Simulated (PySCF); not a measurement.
# C₁₀H₈BrClN₂: NMR shieldings, part 2 of 2

PySCF 2.14.0. Atoms count from 0.

## (4) NMR shieldings: B3LYP/pcSseg-1 Br:us-x2c-TZVPall-2c Cl:us-pcSseg-1 (B3LYP), spin–orbit

The job: settings as JSON, then the geometry in Å.

```
{"job": {"kind": "hnmr", "xc": "B3LYP", "basis": {"default": "pcSseg-1", "Br": "us-x2c-TZVPall-2c", "Cl": "us-pcSseg-1"}, "rel": "so"}, "charge": 0, "multiplicity": 1}
C      3.744017     0.982074    -0.231791
N      2.569281     0.160897    -0.246689
N      1.362428     0.686058    -0.106026
C      0.490083    -0.317387    -0.164468
C     -0.939270    -0.085407    -0.043356
C     -1.417039     1.213871     0.136606
C     -2.769770     1.459484     0.255148
C     -3.656362     0.396592     0.194037
Br    -5.526782     0.724511     0.358830
C     -3.208446    -0.900984     0.015755
C     -1.852446    -1.137317    -0.102084
C      1.171877    -1.539811    -0.352141
C      2.498616    -1.180990    -0.397872
Cl     3.904558    -2.126891    -0.600246
H      4.285585     0.890301    -1.174639
H      4.404490     0.689490     0.586021
H      3.419164     2.010299    -0.092639
H     -0.705314     2.022475     0.180970
H     -3.137047     2.464837     0.394266
H     -3.913581    -1.716827    -0.030101
H     -1.505568    -2.149106    -0.240609
H      0.771115    -2.526783    -0.440505
```

Level: B3LYP/pcSseg-1 Br:us-x2c-TZVPall-2c Cl:us-pcSseg-1 GIAO NMR shielding, X2C with spin-orbit coupling, screened-nuclear two-electron part, Gaussian nuclei, gas phase.

Standard output:

```text
spin-free SCF
coarse grid: 95464 points
cycle   1  E = -3563.3945265043  dE =  2.676e+00  |g| = 5.959e-01  |ddm| = 5.235e+00
cycle   2  E = -3563.2735208063  dE =  1.210e-01  |g| = 9.364e-01  |ddm| = 1.562e+00
cycle   3  E = -3563.4667436102  dE = -1.932e-01  |g| = 1.957e-01  |ddm| = 9.931e-01
cycle   4  E = -3563.4747307058  dE = -7.987e-03  |g| = 7.222e-02  |ddm| = 2.443e-01
cycle   5  E = -3563.4758660967  dE = -1.135e-03  |g| = 2.435e-02  |ddm| = 8.913e-02
cycle   6  E = -3563.4759970362  dE = -1.309e-04  |g| = 9.852e-03  |ddm| = 3.206e-02
cycle   7  E = -3563.4760200305  dE = -2.299e-05  |g| = 2.541e-03  |ddm| = 1.169e-02
cycle   8  E = -3563.4760213964  dE = -1.366e-06  |g| = 5.341e-04  |ddm| = 2.713e-03
final grid: 201864 points
cycle   9  E = -3563.4760705491  dE =  4.166e-08  |g| = 8.305e-04  |ddm| = 3.470e-03
cycle  10  E = -3563.4760701492  dE =  3.999e-07  |g| = 1.502e-03  |ddm| = 2.253e-03
cycle  11  E = -3563.4760707161  dE = -5.669e-07  |g| = 1.756e-04  |ddm| = 1.455e-03
cycle  12  E = -3563.4760707236  dE = -7.514e-09  |g| = 3.581e-05  |ddm| = 2.109e-04
converged SCF energy = -3563.4760707236
two-component SCF
cycle   1  E = -3563.4101127478  dE = -3.563e+03  |FDS-SDF| = 8.974e+00
cycle   2  E = -3563.5516870002  dE = -1.416e-01  |FDS-SDF| = 7.634e-02
cycle   3  E = -3563.5517808221  dE = -9.382e-05  |FDS-SDF| = 2.635e-03
cycle   4  E = -3563.5517869059  dE = -6.084e-06  |FDS-SDF| = 1.202e-03
cycle   5  E = -3563.5517875399  dE = -6.340e-07  |FDS-SDF| = 6.488e-04
cycle   6  E = -3563.5517877244  dE = -1.845e-07  |FDS-SDF| = 1.828e-04
cycle   7  E = -3563.5517877318  dE = -7.393e-09  |FDS-SDF| = 1.113e-04
cycle   8  E = -3563.5517877350  dE = -3.142e-09  |FDS-SDF| = 2.068e-05
converged, E = -3563.5517877350

Field gradients (au) and densities at the nuclei (bohr^-3)
atom        Vxx        Vyy        Vzz        centre      nuclear mean
  0 C     -0.1541    -0.2088     0.3629        114.362        114.362
  1 N      0.2629     0.5074    -0.7703        185.544        185.544
  2 N      0.0999     0.8777    -0.9776        186.210        186.209
  3 C     -0.0210    -0.1541     0.1750        114.504        114.504
  4 C     -0.0823    -0.2103     0.2926        114.538        114.537
  5 C     -0.1624    -0.1786     0.3410        114.587        114.587
  6 C     -0.1161    -0.1844     0.3006        114.583        114.583
  7 C      0.0851     0.3055    -0.3907        114.566        114.566
  8 Br    -3.7577    -4.2657     8.0234      39254.009      39225.535
  9 C     -0.1180    -0.1747     0.2927        114.579        114.579
 10 C     -0.1233    -0.1783     0.3016        114.579        114.579
 11 C     -0.0163    -0.0954     0.1117        114.538        114.538
 12 C     -0.1239    -0.2110     0.3349        114.458        114.458
 13 Cl    -1.9611    -2.1589     4.1200       3266.224       3266.123
 14 H     -0.1379    -0.1597     0.2976          0.390          0.390
 15 H     -0.1379    -0.1597     0.2977          0.390          0.390
 16 H     -0.1425    -0.1602     0.3027          0.386          0.386
 17 H     -0.1529    -0.1684     0.3213          0.393          0.393
 18 H     -0.1513    -0.1723     0.3235          0.394          0.394
 19 H     -0.1508    -0.1727     0.3235          0.394          0.394
 20 H     -0.1512    -0.1763     0.3275          0.398          0.398
 21 H     -0.1603    -0.1904     0.3507          0.390          0.390
without picture change
  8 Br                           8.2888                     59999.428

Core orbital energies (eV)
atom   shell        mean    spread
  8 Br 1s       -13354.257   0.000
  8 Br 2s        -1750.544   0.000
  8 Br 3s         -244.839   0.000
  8 Br 4s          -21.887   0.000
  8 Br 2p1/2     -1575.288   0.000
  8 Br 2p3/2     -1528.082   0.067
  8 Br 3p1/2      -183.633   0.000
  8 Br 3p3/2      -176.721   0.206
  8 Br 3d3/2       -70.491   0.231
  8 Br 3d5/2       -69.432   0.309
 13 Cl 1s        -2773.208   0.000
 13 Cl 2s         -259.983   0.000
 13 Cl 3s          -23.603   0.000
 13 Cl 2p1/2      -198.401   0.000
 13 Cl 2p3/2      -196.717   0.180

Shielding tensors (ppm)
atom      isotropic    diamagn.    paramagn.     s11        s22        s33       span
  0 C       143.21      240.97      -97.77     122.26     127.19     180.17      57.90
  1 N        37.63      338.64     -301.02     -75.32      76.74     111.46     186.78
  2 N       -78.67      330.14     -408.80    -291.27     -73.89     129.16     420.43
  3 C        27.88      247.17     -219.29     -43.00       9.23     117.40     160.40
  4 C        44.51      258.74     -214.24     -53.24      18.68     168.08     221.32
  5 C        50.22      248.78     -198.57     -52.48      33.60     169.53     222.01
  6 C        43.02      252.15     -209.13     -60.03      42.35     146.73     206.76
  7 C        48.74      249.75     -201.01     -56.00      68.07     134.16     190.16
  8 Br     2280.81     2985.78     -704.97    1793.49    1881.28    3167.66    1374.17
  9 C        43.66      250.93     -207.27     -59.59      43.89     146.67     206.27
 10 C        51.43      251.26     -199.83     -50.19      41.73     162.73     212.92
 11 C        73.78      257.17     -183.38       5.00      70.93     145.42     140.43
 12 C        45.28      255.08     -209.80     -30.42      72.38      93.88     124.29
 13 Cl      793.85     1127.34     -333.49     583.84     794.78    1002.92     419.08
 14 H        28.01       26.49        1.53      23.35      26.73      33.97      10.61
 15 H        28.01       26.70        1.32      23.35      26.72      33.97      10.61
 16 H        27.56       29.14       -1.58      22.19      27.60      32.90      10.70
 17 H        23.40       34.50      -11.10      17.83      23.31      29.07      11.24
 18 H        24.10       29.53       -5.43      19.07      23.22      30.00      10.94
 19 H        24.12       29.16       -5.04      19.05      23.33      29.99      10.95
 20 H        24.32       34.53      -10.21      19.25      23.79      29.91      10.66
 21 H        25.20       34.45       -9.25      20.67      25.13      29.80       9.13
```

Wall time 13 min (1 thread of Arm Neoverse V2, shared host); peak memory 2.8 GiB.

From this job:

| quantity | value |
| --- | --- |
| energy from spin-orbit coupling | -0.0757 Eh |

## (5) NMR shieldings: BHandHLYP/pcSseg-1 Br:us-x2c-TZVPall-2c Cl:us-pcSseg-1 (BHandHLYP), spin–orbit

Settings changed since step 4:

```diff
@@ -1,2 +1,2 @@
-{"job": {"kind": "hnmr", "xc": "B3LYP", "basis": {"default": "pcSseg-1", "Br": "us-x2c-TZVPall-2c", "Cl": "us-pcSseg-1"}, "rel": "so"}, "charge": 0, "multiplicity": 1}
+{"job": {"kind": "hnmr", "xc": "BHandHLYP", "basis": {"default": "pcSseg-1", "Br": "us-x2c-TZVPall-2c", "Cl": "us-pcSseg-1"}, "rel": "so"}, "charge": 0, "multiplicity": 1}
 C      3.744017     0.982074    -0.231791
```

With the program's defaults for keys left out, this is: BHandHLYP/pcSseg-1 Br:us-x2c-TZVPall-2c Cl:us-pcSseg-1 GIAO NMR shielding, X2C with spin-orbit coupling, screened-nuclear two-electron part, Gaussian nuclei, gas phase.

Standard output:

```text
spin-free SCF
coarse grid: 95464 points
cycle   1  E = -3562.9837288499  dE =  3.412e+00  |g| = 5.783e-01  |ddm| = 5.130e+00
cycle   2  E = -3562.9792425542  dE =  4.486e-03  |g| = 6.614e-01  |ddm| = 1.220e+00
cycle   3  E = -3563.0716755656  dE = -9.243e-02  |g| = 1.088e-01  |ddm| = 6.641e-01
cycle   4  E = -3563.0739184173  dE = -2.243e-03  |g| = 5.962e-02  |ddm| = 1.669e-01
cycle   5  E = -3563.0747968237  dE = -8.784e-04  |g| = 1.188e-02  |ddm| = 7.340e-02
cycle   6  E = -3563.0748295141  dE = -3.269e-05  |g| = 4.155e-03  |ddm| = 1.623e-02
cycle   7  E = -3563.0748337615  dE = -4.247e-06  |g| = 1.588e-03  |ddm| = 4.867e-03
final grid: 201864 points
cycle   8  E = -3563.0748661239  dE =  1.483e-07  |g| = 1.959e-03  |ddm| = 4.298e-03
cycle   9  E = -3563.0748652758  dE =  8.482e-07  |g| = 2.778e-03  |ddm| = 4.393e-03
cycle  10  E = -3563.0748670508  dE = -1.775e-06  |g| = 1.158e-04  |ddm| = 2.666e-03
cycle  11  E = -3563.0748670545  dE = -3.725e-09  |g| = 6.910e-05  |ddm| = 1.727e-04
converged SCF energy = -3563.0748670545
two-component SCF
cycle   1  E = -3563.0090594265  dE = -3.563e+03  |FDS-SDF| = 8.963e+00
cycle   2  E = -3563.1498956399  dE = -1.408e-01  |FDS-SDF| = 1.848e-01
cycle   3  E = -3563.1502289388  dE = -3.333e-04  |FDS-SDF| = 7.991e-03
cycle   4  E = -3563.1502623996  dE = -3.346e-05  |FDS-SDF| = 2.810e-03
cycle   5  E = -3563.1502727968  dE = -1.040e-05  |FDS-SDF| = 1.225e-03
cycle   6  E = -3563.1502743120  dE = -1.515e-06  |FDS-SDF| = 4.940e-04
cycle   7  E = -3563.1502745302  dE = -2.181e-07  |FDS-SDF| = 1.034e-04
cycle   8  E = -3563.1502745365  dE = -6.359e-09  |FDS-SDF| = 6.116e-05
converged, E = -3563.1502745365

Field gradients (au) and densities at the nuclei (bohr^-3)
atom        Vxx        Vyy        Vzz        centre      nuclear mean
  0 C     -0.1577    -0.2109     0.3686        114.459        114.459
  1 N      0.2538     0.5126    -0.7664        185.652        185.652
  2 N      0.1615     0.8723    -1.0338        186.310        186.309
  3 C     -0.0398    -0.1728     0.2127        114.601        114.601
  4 C     -0.0922    -0.2238     0.3160        114.628        114.628
  5 C     -0.1758    -0.1947     0.3705        114.681        114.681
  6 C     -0.1290    -0.2001     0.3291        114.676        114.676
  7 C      0.1079     0.3032    -0.4111        114.647        114.647
  8 Br    -3.8868    -4.2682     8.1551      39231.247      39202.850
  9 C     -0.1311    -0.1901     0.3212        114.673        114.673
 10 C     -0.1367    -0.1937     0.3304        114.672        114.672
 11 C     -0.0207    -0.1061     0.1268        114.628        114.627
 12 C     -0.0732    -0.2395     0.3127        114.547        114.547
 13 Cl    -2.0197    -2.1784     4.1981       3265.282       3265.181
 14 H     -0.1363    -0.1596     0.2958          0.390          0.390
 15 H     -0.1363    -0.1596     0.2959          0.390          0.390
 16 H     -0.1409    -0.1601     0.3010          0.385          0.385
 17 H     -0.1514    -0.1685     0.3200          0.391          0.391
 18 H     -0.1499    -0.1723     0.3222          0.391          0.391
 19 H     -0.1494    -0.1728     0.3222          0.392          0.392
 20 H     -0.1499    -0.1767     0.3266          0.396          0.396
 21 H     -0.1586    -0.1911     0.3497          0.388          0.388
without picture change
  8 Br                           8.4268                     59956.250

Core orbital energies (eV)
atom   shell        mean    spread
  8 Br 1s       -13431.427   0.000
  8 Br 2s        -1778.751   0.000
  8 Br 3s         -256.968   0.000
  8 Br 4s          -24.459   0.000
  8 Br 2p1/2     -1598.641   0.000
  8 Br 2p3/2     -1551.053   0.051
  8 Br 3p1/2      -193.537   0.000
  8 Br 3p3/2      -186.469   0.175
  8 Br 3d3/2       -76.366   0.231
  8 Br 3d5/2       -75.274   0.308
 13 Cl 1s        -2808.040   0.000
 13 Cl 2s         -271.632   0.000
 13 Cl 3s          -26.577   0.000
 13 Cl 2p1/2      -207.074   0.000
 13 Cl 2p3/2      -205.354   0.135

Shielding tensors (ppm)
atom      isotropic    diamagn.    paramagn.     s11        s22        s33       span
  0 C       148.79      240.03      -91.24     128.68     133.63     184.07      55.39
  1 N        41.06      339.35     -298.29     -81.87      79.51     125.55     207.42
  2 N       -83.39      329.24     -412.62    -310.56     -79.45     139.85     450.41
  3 C        29.53      247.04     -217.51     -48.81      13.07     124.31     173.12
  4 C        47.39      258.97     -211.58     -55.55      23.90     173.83     229.38
  5 C        52.49      248.90     -196.41     -54.62      35.51     176.56     231.18
  6 C        45.85      252.74     -206.89     -60.74      44.53     153.74     214.48
  7 C        53.91      249.87     -195.97     -59.06      73.78     147.00     206.05
  8 Br     2392.98     2985.94     -592.97    1935.92    2020.33    3222.67    1286.75
  9 C        46.52      251.65     -205.13     -60.17      46.11     153.63     213.80
 10 C        54.01      251.63     -197.62     -52.18      43.73     170.49     222.67
 11 C        77.48      257.71     -180.24       7.11      74.33     150.98     143.87
 12 C        46.13      255.31     -209.18     -36.03      71.53     102.90     138.93
 13 Cl      824.82     1127.24     -302.42     622.65     825.20    1026.60     403.95
 14 H        28.07       26.55        1.52      23.22      26.76      34.23      11.01
 15 H        28.07       26.72        1.34      23.22      26.75      34.23      11.01
 16 H        27.54       28.75       -1.21      21.85      27.51      33.26      11.41
 17 H        23.28       34.09      -10.81      17.32      23.45      29.07      11.75
 18 H        24.01       29.52       -5.51      18.67      23.41      29.95      11.27
 19 H        24.04       29.18       -5.14      18.66      23.54      29.93      11.27
 20 H        24.22       34.16       -9.95      18.75      23.96      29.93      11.18
 21 H        25.13       34.01       -8.88      20.19      25.39      29.80       9.61
```

It took 15 min on 1 thread of Arm Neoverse V2, shared host; peak memory 2.8 GiB.

Key values:

```
                       quantity       value
energy from spin-orbit coupling  -0.0754 Eh
```

## (6) Shieldings side by side

```csv
run,Br8,N2,Cl13,C3,C12,C4,C5,time
"step 2, PBE0/pcSseg-1 Br:us-x2c-TZVPall-2c Cl:us-pcSseg-1 (PBE0), spin–orbit",2332.6,-70.7,809.6,34.5,52.0,50.9,55.6,15 min
"step 3, KT2/pcSseg-1 Br:us-x2c-TZVPall-2c Cl:us-pcSseg-1 (KT2), spin–orbit",2281.9,-50.5,803.7,44.2,61.1,59.9,65.5,3.7 min
"step 4, B3LYP/pcSseg-1 Br:us-x2c-TZVPall-2c Cl:us-pcSseg-1 (B3LYP), spin–orbit",2280.8,-78.7,793.8,27.9,45.3,44.5,50.2,13 min
"step 5, BHandHLYP/pcSseg-1 Br:us-x2c-TZVPall-2c Cl:us-pcSseg-1 (BHandHLYP), spin–orbit",2393.0,-83.4,824.8,29.5,46.1,47.4,52.5,15 min
```

## (7) Results

What follows sums up all 2 parts.

| quantity | value |
| --- | --- |
| energy from spin-orbit coupling (step 2, PBE0/pcSseg-1 Br:us-x2c-TZVPall-2c Cl:us-pcSseg-1 (PBE0), spin–orbit) | -0.0755 Eh |
| shieldings (step 2, PBE0/pcSseg-1 Br:us-x2c-TZVPall-2c Cl:us-pcSseg-1 (PBE0), spin–orbit) | C0 148.7, N1 44.4, N2 -70.7, C3 34.5, C4 50.9, C5 55.6, C6 48.7, C7 55.7, Br8 2332.6, C9 49.4, C10 56.7, C11 79.2, C12 52.0, Cl13 809.6 ppm |
| surface potential, 1st and 99th percentile | -1.02 V and 1.20 V |
| energy from spin-orbit coupling (step 3, KT2/pcSseg-1 Br:us-x2c-TZVPall-2c Cl:us-pcSseg-1 (KT2), spin–orbit) | -0.0758 Eh |
| shieldings (step 3, KT2/pcSseg-1 Br:us-x2c-TZVPall-2c Cl:us-pcSseg-1 (KT2), spin–orbit) | C0 147.4, N1 51.7, N2 -50.5, C3 44.2, C4 59.9, C5 65.5, C6 57.4, C7 63.1, Br8 2281.9, C9 57.9, C10 66.1, C11 86.9, C12 61.1, Cl13 803.7 ppm |
| energy from spin-orbit coupling (step 4, B3LYP/pcSseg-1 Br:us-x2c-TZVPall-2c Cl:us-pcSseg-1 (B3LYP), spin–orbit) | -0.0757 Eh |
| shieldings (step 4, B3LYP/pcSseg-1 Br:us-x2c-TZVPall-2c Cl:us-pcSseg-1 (B3LYP), spin–orbit) | C0 143.2, N1 37.6, N2 -78.7, C3 27.9, C4 44.5, C5 50.2, C6 43.0, C7 48.7, Br8 2280.8, C9 43.7, C10 51.4, C11 73.8, C12 45.3, Cl13 793.8 ppm |
| energy from spin-orbit coupling (step 5, BHandHLYP/pcSseg-1 Br:us-x2c-TZVPall-2c Cl:us-pcSseg-1 (BHandHLYP), spin–orbit) | -0.0754 Eh |
| shieldings (step 5, BHandHLYP/pcSseg-1 Br:us-x2c-TZVPall-2c Cl:us-pcSseg-1 (BHandHLYP), spin–orbit) | C0 148.8, N1 41.1, N2 -83.4, C3 29.5, C4 47.4, C5 52.5, C6 45.8, C7 53.9, Br8 2393.0, C9 46.5, C10 54.0, C11 77.5, C12 46.1, Cl13 824.8 ppm |

**Reading.** In step 2, Br8 has the widest tensor, 1289 ppm. By nearest atom (PBE0/us-x2c-TZVPall-2c+us-pcSseg-1+pcSseg-1), the HOMO sits on Br8 15 %; C4, C7 about 13 % each and the LUMO on C4, C7 about 18 % each; N2 13 %. Br8 moves most between the runs, by 112 ppm; the labels say what changes from run to run.
